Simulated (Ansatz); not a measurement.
Task: a ladder of methods at one geometry of BrRb (charge +1), with the Python package of Ansatz (0.2.0). Give the script and its output. Level of theory (for the species named): MP2, def2-SVP basis, multiplicity 2. The script varies method: mp2, ccsd, ccsd_t, ccsdt.

`brrb.xyz`
```text
2

Rb    0.00000    0.00000    0.00000
Br    0.00000    0.00000    3.27500
```

The script, `methods.py`:
```python
"""One geometry of BrRb(+), method by method."""

import ansatz

molecule = ansatz.Crystal.molecule_from_extxyz("brrb.xyz")

model = (
    molecule.calculation()
    .basis(gaussian="def2-SVP")
    .charge(1)
    .spin("collinear", total=1)
)

methods = ["mp2", "ccsd", "ccsd_t", "ccsdt"]
reports = [model.correlation(m).run().report for m in methods]
print(f"Hartree-Fock reference {reports[0]['reference_energy_ev'] / 27.211386246:.6f} Ha")
best = reports[-1]["free_energy_ev"] - reports[-1]["reference_energy_ev"]
for method, each in zip(methods, reports):
    gained = each["free_energy_ev"] - each["reference_energy_ev"]
    print(f"{method:8s} total {each['free_energy_ev'] / 27.211386246:.6f} Ha  correlation {gained:9.4f} eV  ({100 * gained / best:.1f} % of the last)")
```

```console
$ python methods.py
Hartree-Fock reference -2595.747818 Ha
mp2      total -2596.002878 Ha  correlation   -6.9405 eV  (94.1 % of the last)
ccsd     total -2596.014449 Ha  correlation   -7.2554 eV  (98.4 % of the last)
ccsd_t   total -2596.018648 Ha  correlation   -7.3697 eV  (99.9 % of the last)
ccsdt    total -2596.018809 Ha  correlation   -7.3740 eV  (100.0 % of the last)
```

What to keep in mind:
- Total energies depend on the basis set; only differences at equal settings carry meaning.
- The geometry is a force-field or estimated start, not a minimum of this method, and the basis set is short of its limit. A lower total doesn't mark the better method: functionals have no common bound, and MP2 and coupled cluster aren't variational.
- def2 sets replace the cores of elements past krypton by effective core potentials.
- The species is open-shell (spin multiplicity 2).
- Inner cores stay frozen; a filled d shell under the valence of the heavier atoms is correlated with it.
- The spin state was assumed, and another may lie lower.
- Timing: 100 s on 1 thread of Arm Neoverse V2 (shared host), peak memory 1.5 GiB.

(Lines on the test bed's own set-up are left out of the output.)
